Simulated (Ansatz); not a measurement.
# Molecular dynamics of Al2O3

Input file:

```yaml
crystal:
  lattice:
    - [-2.409164, -1.390932, 8.763098]
    - [2.409164, -1.390932, 8.763098]
    - [0.0, 2.781863, 8.763098]
  atoms:
    - { symbol: Al, position: [0.176, 0.176, 0.176] }
    - { symbol: Al, position: [0.074, 0.074, 0.074] }
    - { symbol: Al, position: [0.324, 0.324, 0.324] }
    - { symbol: Al, position: [0.426, 0.426, 0.426] }
    - { symbol: O, position: [0.3176, 0.9324, 0.625] }
    - { symbol: O, position: [0.625, 0.3176, 0.9324] }
    - { symbol: O, position: [0.9324, 0.625, 0.3176] }
    - { symbol: O, position: [0.1824, 0.5676, 0.875] }
    - { symbol: O, position: [0.875, 0.1824, 0.5676] }
    - { symbol: O, position: [0.5676, 0.875, 0.1824] }
    - { symbol: Al, position: [0.676, 0.676, 0.676] }
    - { symbol: Al, position: [0.574, 0.574, 0.574] }
    - { symbol: Al, position: [0.824, 0.824, 0.824] }
    - { symbol: Al, position: [0.926, 0.926, 0.926] }
    - { symbol: O, position: [0.8176, 0.4324, 0.125] }
    - { symbol: O, position: [0.125, 0.8176, 0.4324] }
    - { symbol: O, position: [0.4324, 0.125, 0.8176] }
    - { symbol: O, position: [0.6824, 0.0676, 0.375] }
    - { symbol: O, position: [0.375, 0.6824, 0.0676] }
    - { symbol: O, position: [0.0676, 0.375, 0.6824] }
basis:
  ecutwfc: 420.0
kpoints:
  mp_grid: { grid: [3, 3, 3] }
hamiltonian:
  xc: lda
  pseudopotentials: { kind: paw, azcp: { folder: soft_1 } }
scf:
  occupations: { method: fermi_dirac, width: 0.17 }
  lower_state_search: "off"
md:
  timestep: 1
  n_steps: 220
  ensemble: nvt_langevin
  temperature: 2000.0
  initial_velocities: maxwell_boltzmann
  seed: 577119
  friction: 0.02
```

Command:

```bash
$ ansatz run input.yaml --threads 2 --pin off --max-ram 5120MiB --backend cpu --events-out ev --progress --plain --runs-dir out
```

It starts from an unrelaxed structure (largest force component 0.22 eV/Å).

Output, in part (step lines):

```
md step     0: t =     0.00 fs  T =  1900.0 K  F+E_penalty+E_count = -10799.34506678 eV  E_kin = 4.911880 eV  (9 SCF iters)
md step     1: t =     1.00 fs  T =  1789.8 K  F+E_penalty+E_count = -10799.29802701 eV  E_kin = 4.626965 eV  (7 SCF iters)
md step     2: t =     2.00 fs  T =  1807.8 K  F+E_penalty+E_count = -10799.17348643 eV  E_kin = 4.673562 eV  (8 SCF iters)
md step     3: t =     3.00 fs  T =  1707.7 K  F+E_penalty+E_count = -10798.97484502 eV  E_kin = 4.414627 eV  (8 SCF iters)
md step     4: t =     4.00 fs  T =  1544.1 K  F+E_penalty+E_count = -10798.71188778 eV  E_kin = 3.991888 eV  (8 SCF iters)
md step     5: t =     5.00 fs  T =  1414.3 K  F+E_penalty+E_count = -10798.40054073 eV  E_kin = 3.656202 eV  (6 SCF iters)
md step     6: t =     6.00 fs  T =  1309.4 K  F+E_penalty+E_count = -10798.06044064 eV  E_kin = 3.385023 eV  (6 SCF iters)
md step     7: t =     7.00 fs  T =  1093.2 K  F+E_penalty+E_count = -10797.72619667 eV  E_kin = 2.826052 eV  (6 SCF iters)
[... lines left out ...]
md step   220: t =   220.00 fs  T =  2607.2 K  F+E_penalty+E_count = -10795.28220175 eV  E_kin = 6.740162 eV  (8 SCF iters)
```

The steps, from the saved trajectory:

```
time (fs)  T (K)  potential energy less start (eV)
        0   1900                             0.000
        7   1093                             1.619
       14    867                             3.174
       21    975                             3.329
       28   1063                             3.323
       35   1421                             3.007
       42   1489                             3.167
       49   1453                             3.216
       56   1812                             3.566
       63   1680                             3.751
       70   1670                             3.854
       77   1407                             4.403
       84   1467                             4.650
       91   1710                             4.091
       98   2073                             4.158
      105   1815                             5.352
      112   2957                             4.604
      119   2662                             5.466
      126   2613                             5.460
      133   2809                             5.748
      140   2209                             6.120
      147   2223                             6.459
      154   2432                             6.121
      161   1951                             6.826
      168   1836                             6.979
      175   2641                             5.812
      182   2939                             5.451
      189   3255                             5.616
      196   2450                             6.620
      203   2361                             6.403
      210   2791                             4.998
      217   2686                             4.262
```

The run went to its last step. The mean temperature of the second half is 25 % above the set value. A run of 0.22 ps of so small a system gives no equilibrium averages. Limits of this set-up: PAW files made for another functional.

Mean squared displacements from the first frame to the last, about the centre of mass: Al 0.02 Å², O 0.05 Å².

Last frame:

```xyz
20
Lattice="-2.4092 -1.3909 8.7631 2.4092 -1.3909 8.7631 0.0000 2.7819 8.7631" Properties=species:S:1:pos:R:3
Al -0.505 0.448 4.535
Al -0.802 0.402 1.834
Al -0.746 0.494 8.463
Al -0.681 0.392 11.178
O 0.812 0.384 16.381
O -1.548 1.830 16.234
O -1.554 -0.688 16.437
O 0.336 1.699 14.050
O -2.449 0.648 14.104
O 0.039 -0.962 13.993
Al -0.636 0.500 17.712
Al -0.606 0.385 15.083
Al -0.532 0.345 21.344
Al -0.655 0.319 24.122
O -1.464 -0.916 12.102
O 1.090 0.093 12.027
O -1.126 1.832 11.937
O -2.134 0.730 9.956
O -0.001 -0.646 9.683
O 0.034 1.748 9.788
```

The run took 25 min on 2 threads of Arm Neoverse V1 (shared host), peak memory 0.48 GiB.
